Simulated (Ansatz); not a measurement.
Working through a fixed-spin-moment curve of CoSi₂, space group Fm-3m

With the Python package of Ansatz (0.2.0).

Notebook, run cell by cell (the value of a cell's last expression is shown):

```python
import ansatz as az
```

```python
FILLING = "fermi_dirac"
SMEARING_WIDTH = 0.1
FUNCTIONAL = "pbesol"

structure = (
    az.Lattice.of([0.0, 2.678, 2.678], [2.678, 0.0, 2.678], [2.678, 2.678, 0.0])
    .atom("Co", [0.0, 0.0, 0.0])
    .atom("Si", [0.25, 0.25, 0.25])
    .atom("Si", [0.75, 0.75, 0.75])
)
```

```python
structure.resolved().sites[-1]
```

    Site(symbol='Si', position=(0.75, 0.75, 0.75), moment=None, axis=None, held=None, saved=None)

```python
calc = (
    structure.calculation()
    .kpoints(10)
    .occupations(FILLING, width=SMEARING_WIDTH)
    .functional(FUNCTIONAL)
)
# a hard lock holds the total moment, with one Fermi level a spin
rows = []
for total in [0.0, 0.6, 1.2, 1.8, 2.4, 3.0]:
    rep = calc.spin("collinear", total=total, lock="hard").run(threads=1, backend="cpu").report
    up, down = rep["spin_fermi_energies_ev"]
    rows.append((total, rep["free_energy_ev"], up - down, rep["absolute_magnetization_mub"]))
reference = rows[0][1]
rows = [(m, 1000 * (e - reference), split, size) for m, e, split, size in rows]
print("     total muB    F - F(0) meV  EF up - down eV    absolute muB")
for row in rows:
    print(f"{str(row[0]):>14s}  {row[1]:14.2f}  {row[2]:15.4f}  {row[3]:14.3f}")
best = min(rows, key=lambda row: row[1])
print(f"lowest at {best[0]} muB per cell, {best[1]:.1f} meV against the first point")
```

    DeckWarning: basis.ecutwfc = 420 eV, auto-derived from the records' recommended cutoffs: set by Co (normal level)
    RunWarning: this spin-polarised run has no starting moment large enough to seed its density, and nothing else in its deck makes the two spin channels differ, so an SCF from that start keeps the [...]
         total muB    F - F(0) meV  EF up - down eV    absolute muB
               0.0            0.00           0.0000           0.000
               0.6          144.07           1.0343           0.600
               1.2          644.88           2.0735           1.200
               1.8         1336.75           2.5206           1.800
               2.4         2153.12           2.9361           2.400
               3.0         3137.49           3.6780           3.000
    lowest at 0.0 muB per cell, 0.0 meV against the first point

The lowest point lies at 0 μB a cell, the first of the scan; at 3 μB the energy is 3137 meV above the lowest.

Notes:
- The mesh is modest for a metal, so energies can be off by several to tens of meV an atom and pressures by half a GPa or more; differences at equal mesh fare better.
- Of the deposited cell: the entry's cell lengths or inner coordinates differ somewhat from later room-temperature determinations.
- The starting cell is as deposited in a crystallographic database; the results hold for this polymorph, which needn't be the stable one.
- Warnings are shown shortened and without file and line.
- Only points where the Fermi levels of the two spins meet (minima, maxima and zero moment) are free solutions; a shallow minimum can lie between the points.
- Hardware and time: 29 s on 1 thread of Arm Neoverse V2, on a shared host, peak memory 0.43 GiB.
